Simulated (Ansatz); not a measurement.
Mo, space group P6/mmm, a comparison of functionals at one structure

Run with Ansatz 0.2.0, Python API.

The script, `mo_xc.py`:
```python
"""Functional comparison for Mo (totals differ with the potentials too)."""

import logging
import sys
import warnings

import ansatz as az
from ase import Atoms
import pandas as pd

logging.basicConfig(stream=sys.stdout, format="[%(levelname)s] %(message)s")
logger = logging.getLogger("ansatz_job")
logger.setLevel(logging.INFO)

warnings.simplefilter("ignore", az.DeckWarning)

atoms = Atoms(
    ["Mo"],
    scaled_positions=[
        (0.0, 0.0, 0.5),
    ],
    cell=[
        (2.73551, 0.0, 0.0),
        (-1.36776, 2.36902, 0.0),
        (0.0, 0.0, 2.55518),
    ],
    pbc=True,
)
xtal = az.Crystal.from_ase(atoms)

setup = (
    xtal.calculation()
    .basis(470)
    .kpoints(mesh=(13, 13, 12))
    .occupations("fermi_dirac")
    .stress()
)

rows = []
for value in ["blyp", "lda", "pbesol"]:
    rep = setup.functional(value).run(threads=1).report
    rows.append((value, rep["free_energy_ev"] / len(rep["lattice"]["sites"]), rep["n_iterations"], sum(rep["stress_gpa"][i][i] for i in range(3)) / 3, rep["n_kpoints"]))

table = pd.DataFrame(rows, columns=["functional", "F/atom (eV)", "iterations", "P (GPa)", "k-points"])
print(table.round(5).to_string(index=False))
```

```console
$ python mo_xc.py
functional  F/atom (eV)  iterations  P (GPa)  k-points
      blyp  -4968.29912           6 12.53154       147
       lda  -4841.94674           6 -8.06610       147
    pbesol  -4896.55676           6 -3.75758       147
```

From lowest to highest: LDA (-8.1 GPa), PBEsol (-3.8 GPa) and BLYP (12.5 GPa). At a fixed cell a lower pressure usually means a smaller equilibrium volume, so LDA prefers the smallest cell and BLYP the largest.

What to keep in mind:
- BLYP can be off by several per cent in the lattices of metals, and by several GPa in the pressure at a fixed cell.
- For a metal this k-point mesh is coarse: on a finer one energies can move by several to tens of meV an atom and pressures by half a GPa or more, differences at one mesh by less.
- Pressure is positive in compression.
- This isn't the structure that Mo takes at ambient conditions.
- Total energies of different functionals can't be compared; pressures, moments and gaps at this one structure can.
- Run time: 5.2 s on 1 thread of Arm Neoverse V2, on a shared host, peak memory 0.4 GiB.
